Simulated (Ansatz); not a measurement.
# Se (Im-3m): single point

A script is to give a single point; the system is Se (Im-3m).

All numbers are computed with Ansatz 0.2.0 through its Python package. Level of theory: DFT LDA, plane waves, PAW.

## (1) Starting point

The structure is cubic, space group Im-3m (No. 229). The conventional cell has a = 2.808 Å, b = 2.808 Å, c = 2.808 Å, α = 90.00°, β = 90.00°, γ = 90.00°. Se (site symmetry m-3m) is surrounded by 8 Se at 2.43 Å.

No structure file is read: the coordinates are typed or built in the script.

## (2) The code

se_scf.py reads:

```python
"""Single point of Se."""

import ansatz as az
import matplotlib.pyplot as plt
import numpy as np

lattice = az.Lattice.of(
    (-1.4038, 1.4038, 1.4038),
    (1.4038, -1.4038, 1.4038),
    (1.4038, 1.4038, -1.4038),
)
sites = [
    ("Se", (0.0, 0.0, 0.0)),
]
crystal = az.Crystal(lattice=lattice)
for symbol, position in sites:
    crystal = crystal.atom(symbol, position)

# settings of the run
model = (
    crystal.calculation()
    .functional(az.Functional.LDA)
    .kpoints(spacing=0.38)
    .occupations("fermi_dirac", width=0.15)
    .mixing("msr1", beta=0.7)
    .scf(tolerance=1e-06, self_checks="low")
    .density()
    .forces()
)
result = model.run(threads=1, backend="cpu")
r = result.report

n_atoms = len(r["lattice"]["sites"])
print("F =", round(r["free_energy_ev"], 4), "eV for", n_atoms, "atoms")
print("E(sigma -> 0) =", round(r["energy_sigma0_ev"], 4), "eV, TS =", round(r["entropy_ts_ev"], 5), "eV")
print("closed by", r["closed_by"], "after", r["n_iterations"], "iterations")

field = sum(channel.density_e_per_ang3 for channel in result.density().channels[:2])
fig, ax = plt.subplots(figsize=(4, 3.4))
shown = ax.imshow(np.log10(np.clip(field[:, :, 0].T, 1e-3, None)), origin="lower", extent=(0, 1, 0, 1))
fig.colorbar(shown, label="log10 density (e/A^3)")
ax.set(xlabel="fraction of grid vector 1", ylabel="fraction of grid vector 2")
fig.savefig("density_plane.png", dpi=100)
print(f"plane through the origin: {field[:, :, 0].min():.4f} to {field[:, :, 0].max():.4f} e/A^3")

# forces, one row an atom
print("forces (eV/A)")
for site, force in zip(result.lattice.sites, r["forces_ev_ang"]):
    print(f"  {site.symbol:2s} {force[0]:9.4f} {force[1]:9.4f} {force[2]:9.4f}")

print("doubts on the final state:", r["published_state_doubts"] or "none")
print("warnings:", sorted({n["data"]["kind"] for n in result.notices if n["data"].get("severity") in ("warning", "doubt")}) or "none")
```

## (3) The calls as engine input

The package turns the script's settings into the engine's input:

```yaml
crystal:
  lattice:
    - [-1.4038, 1.4038, 1.4038]
    - [1.4038, -1.4038, 1.4038]
    - [1.4038, 1.4038, -1.4038]
  atoms:
    - { symbol: Se, position: [0.0, 0.0, 0.0] }
kpoints:
  mp_grid:
    kspacing: 0.38
hamiltonian:
  xc: lda
scf:
  self_checks: low
  convergence:
    dr2_threshold: 1.0e-06
  mixing:
    algorithm: msr1
    beta: 0.7
  occupations:
    method: fermi_dirac
    width: 0.15
output:
  write_density: true
  forces: true
```

## (4) Launch

On the command line:

```console
$ python se_scf.py
```

Without the output at hand: what should come out? Wanted: free energy; gap on the mesh; largest force.

The runs gave:

| quantity | value |
| --- | --- |
| free energy | -5380.4378 eV |
| gap on the mesh | none |
| largest force | 0.000 eV/Å |

In words: Filled and empty levels meet on the mesh: no gap at this level. All forces vanish by symmetry. Caveats:
- For a metal this k-point mesh is coarse: on a finer one energies can move by several to tens of meV an atom and pressures by half a GPa or more, differences at one mesh by less.
- The fields are valence quantities on the plane-wave grid; their values near the nuclei depend on the potentials.
- This isn't the structure that Se takes at ambient conditions.
